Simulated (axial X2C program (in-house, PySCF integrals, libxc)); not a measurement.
# Linear InCN⁻ at several levels

The task here is to estimate one member of a computed series from the others.

Computed with an in-house X2C program for linear molecules on PySCF integrals. Level: all-electron X2C, two-component (2c) or spin-free, In dyall-v3z, C dyall-v3z, N dyall-av3z.

All values are calculated.

2 further runs of the same task are left out: 2 set aside as unsound or not needed.

Set-up of the first run:

The input, task.json:

```json
{
 "zs": [
  49,
  6,
  7
 ],
 "q": -1,
 "bas": [
  "dyall-v3z",
  "dyall-v3z",
  "dyall-av3z"
 ],
 "r0": [
  2.12,
  1.16
 ],
 "symm": 0,
 "scan": [
  "PBE0",
  "HF",
  "LDA"
 ],
 "levels": [
  "PBE0",
  "HF",
  "BHandHLYP"
 ],
 "nst": 2
}
```

Keys: zs atomic numbers; q charge; bas basis sets; r0 starting distance in Å; symm equal bonds; scan levels of the two-bond scan; levels methods; nst determinants followed.

On the command line:

```sh
$ python solin.py task.json out
```

Masses In 114.904, C 12.000, N 14.003 u.

Among the steps run: Scan at PBE0, 2c; Scan at HF, 2c; Scan at LDA, 2c.

One table of the session follows, with a row left open; its other results are not shown here.

```
          level  r(In–C) (Å)  r(C–N) (Å)  lower stretch (cm⁻¹)  upper stretch (cm⁻¹)
       PBE0, 2c        2.363       1.163                 240.4                2196.5
         HF, 2c        2.428       1.142                 221.0                2406.3
        LDA, 2c        2.299       1.169                 257.2                2125.7
PBE0, spin-free            ?           ?                     ?                     ?
  HF, spin-free        2.424       1.142                 224.4                2408.5
 LDA, spin-free        2.296       1.169                 259.3                2124.6
```

Q: Estimate the row for PBE0, spin-free from the others.

As computed: r(In–C) (Å): 2.360; r(C–N) (Å): 1.163; lower stretch (cm⁻¹): 242.8; upper stretch (cm⁻¹): 2196.4. In the column «r(In–C) (Å)» it lies between LDA, 2c (2.299) and PBE0, 2c (2.363).

Scans not shown above were run alike.

Limits of these values: For an anion the highest level of a functional can be positive, and the basis then holds the extra electron. The molecule was held linear; bending was not examined, so a bent shape may lie lower. Note: functional without a current term on a determinant with orbital currents, of the molecule or an atom.
